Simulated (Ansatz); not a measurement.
A nudged elastic band was laid between two geometries of a periodic cell of 63 atoms, Mg32O31 (host MgO, host structure Fm-3m, one O atom removed).

Computed with Ansatz, DFT PBE-D3(BJ), scalar-relativistic, plane waves, PAW. Settings: PAW set soft_1, cutoff 420 eV, k mesh 1x1x1, gaussian smearing 0.05 eV, no spin polarisation.

* movable images: 3
* climbing image: yes
* spring: 5.0 eV/Å²
* optimiser: fire
* start path: straight line
* force threshold: 0.05 eV/Å
* iteration limit: 80
* end points: relaxed

Initial state:

```xyz
63
Lattice="8.8224 0.0000 0.0000 0.0000 8.8224 0.0000 0.0000 0.0000 8.8224" Properties=species:S:1:pos:R:3
Mg 4.406 0.002 -0.002
O 6.612 2.202 2.205
Mg 6.606 2.201 -0.002
O -0.005 4.403 2.200
Mg 6.610 -0.004 2.203
O -0.006 2.202 4.410
Mg -0.007 0.015 -0.002
O 2.199 2.202 2.204
Mg 2.205 2.201 0.000
O 4.406 4.407 2.205
Mg 4.407 4.401 -0.002
O 6.608 6.613 2.201
Mg 6.591 6.612 -0.001
O -0.006 0.001 2.200
Mg 2.201 -0.003 2.204
O 4.407 2.202 4.411
Mg 4.407 2.202 2.198
O 6.607 4.402 4.410
Mg 6.612 4.406 2.204
Mg 4.406 0.016 4.410
O 6.612 2.202 6.616
Mg 6.592 2.202 4.410
O -0.006 4.403 6.620
Mg 6.610 -0.004 6.616
O -0.006 2.202 -0.001
Mg -0.006 4.387 -0.001
O 2.205 6.613 2.201
Mg 2.219 6.613 0.000
O 4.407 -0.003 2.205
Mg -0.006 2.201 2.185
O 2.204 4.402 4.410
Mg 2.201 4.406 2.205
O 4.406 6.613 4.410
Mg 4.404 6.613 2.186
O 6.608 0.001 4.411
Mg -0.006 0.075 4.411
O 2.200 2.202 6.616
Mg 2.220 2.200 4.410
O 4.406 4.408 6.616
Mg 4.406 4.387 4.410
O 6.606 6.614 6.620
Mg 6.532 6.612 4.409
O -0.006 0.002 6.621
Mg 2.201 -0.003 6.617
O 4.407 2.203 -0.001
Mg 4.406 2.201 6.621
O 6.612 4.408 -0.001
Mg 6.611 4.407 6.616
O -0.005 6.614 -0.002
Mg -0.005 6.613 2.125
O 2.205 0.001 4.410
Mg -0.005 4.327 4.411
O 2.206 6.614 6.621
Mg 2.279 6.613 4.411
O 4.407 -0.003 6.616
Mg -0.006 2.201 6.636
O 2.200 4.408 -0.001
Mg 2.202 4.406 6.618
O 4.405 6.613 -0.001
Mg 4.406 6.613 6.635
O 6.612 -0.003 -0.001
Mg -0.006 6.612 6.694
O 2.201 -0.003 -0.001
```

Final state:

Only the atoms that move by more than 0.05 Å are listed.
```
Mg15 2.206 0.083 2.206
O27 -0.005 6.617 4.416
Mg28 2.206 6.617 -0.083
Mg32 2.206 4.328 2.206
Mg34 4.494 6.617 2.206
Mg36 0.000 0.000 4.411
Mg42 6.617 6.617 4.431
Mg50 -0.083 6.617 2.206
Mg52 0.000 4.411 4.411
Mg54 2.206 6.617 4.494
Mg62 -0.020 6.617 6.617
```

Task: Which bonds break or form, and what moves?

Result: Contacts lost: Mg15–O27, O27–Mg28, O27–Mg32, O27–Mg34. Contacts made: O27–Mg36, O27–Mg42, O27–Mg52, O27–Mg62. The atom that moves furthest is O27, by 3.13 Å; four of its nearest neighbours are Mg34 2.20, Mg28 2.20, Mg15 2.21, Mg32 2.21 Å at the first end and Mg62 2.20, Mg42 2.20, Mg52 2.21, Mg36 2.21 Å at the last.

Task: Give the energies along the band, and the barrier.

Result: The forces met the threshold. The highest image is number 2 of 0 to 4, 2.49 eV above the ends, which have the same energy within 2 meV. Neighbouring images differ by up to 1.3 eV, so the band resolves the path poorly. By the program's own check the climbing image is a first-order saddle point (lowest curvatures found: -4.66 and 1.38 eV/Å²). Limits of this set-up: coarse k mesh, no spin, though dangling bonds at a vacancy may carry it.

| image | path coordinate (Å) | energy (eV) | Mg15–O27 (Å) | O27–Mg28 (Å) | O27–Mg32 (Å) |
| --- | --- | --- | --- | --- | --- |
| 0 | 0.00 | 0.00 | 2.21 | 2.20 | 2.21 |
| 1 | 0.86 | 1.17 | 2.13 | 2.90 | 2.48 |
| 2 | 1.73 | 2.49 | 2.37 | 3.63 | 3.03 |
| 3 | 2.59 | 1.17 | 3.14 | 4.32 | 3.41 |
| 4 | 3.46 | 0.00 | 3.87 | 4.86 | 3.87 |

Task: What is the geometry of the highest image?

Result: 
```xyz
63
Lattice="8.8224 0.0000 0.0000 0.0000 8.8224 0.0000 0.0000 0.0000 8.8224" Properties=species:S:1:pos:R:3
Mg 4.392 0.003 0.016
O 6.568 2.222 2.200
Mg 6.598 2.200 -0.017
O -0.029 4.358 2.179
Mg 6.624 0.049 2.197
O -0.008 2.202 4.415
Mg -0.010 0.049 0.010
O 2.207 2.203 2.200
Mg 2.205 2.177 0.010
O 4.380 4.441 2.213
Mg 4.399 4.398 0.009
O 6.605 6.600 2.198
Mg 6.571 6.618 -0.043
O -0.090 0.165 2.118
Mg 2.103 -0.014 2.307
O 4.456 2.222 4.416
Mg 4.398 2.179 2.203
O 6.643 4.442 4.402
Mg 6.594 4.357 2.201
Mg 4.396 0.048 4.419
O 6.623 2.200 6.608
Mg 6.624 2.178 4.413
O 0.006 4.442 6.588
Mg 6.630 0.003 6.600
O -0.008 2.222 -0.047
Mg -0.007 4.357 -0.021
O 1.102 6.914 3.310
Mg 2.225 6.622 -0.127
O 4.392 -0.042 2.219
Mg -0.037 2.213 2.171
O 2.229 4.358 4.437
Mg 2.180 4.303 2.225
O 4.417 6.599 4.418
Mg 4.534 6.621 2.183
O 6.630 -0.042 4.398
Mg 0.099 -0.014 4.311
O 2.208 2.222 6.664
Mg 2.237 2.215 4.444
O 4.416 4.411 6.624
Mg 4.432 4.356 4.415
O 6.620 6.611 6.610
Mg 6.488 6.622 4.433
O 0.011 -0.041 6.600
Mg 2.211 0.048 6.603
O 4.400 2.200 0.008
Mg 4.425 2.200 6.633
O 6.607 4.411 -0.008
Mg 6.625 4.398 6.606
O -0.010 6.600 -0.009
Mg -0.195 6.532 2.012
O 2.289 0.169 4.497
Mg 0.018 4.303 4.388
O 2.211 6.600 6.625
Mg 2.396 6.520 4.604
O 4.422 -0.008 6.630
Mg -0.004 2.178 6.606
O 2.194 4.442 0.028
Mg 2.207 4.355 6.640
O 4.403 6.611 0.005
Mg 4.451 6.618 6.659
O 6.600 -0.008 -0.015
Mg -0.025 6.622 6.742
O 2.190 -0.042 0.016
```

The band took 40 iterations and of the order of 50 core-minutes.

The run took 14 min on 4 threads of Arm Neoverse V1 (shared host), peak memory 2.1 GiB.
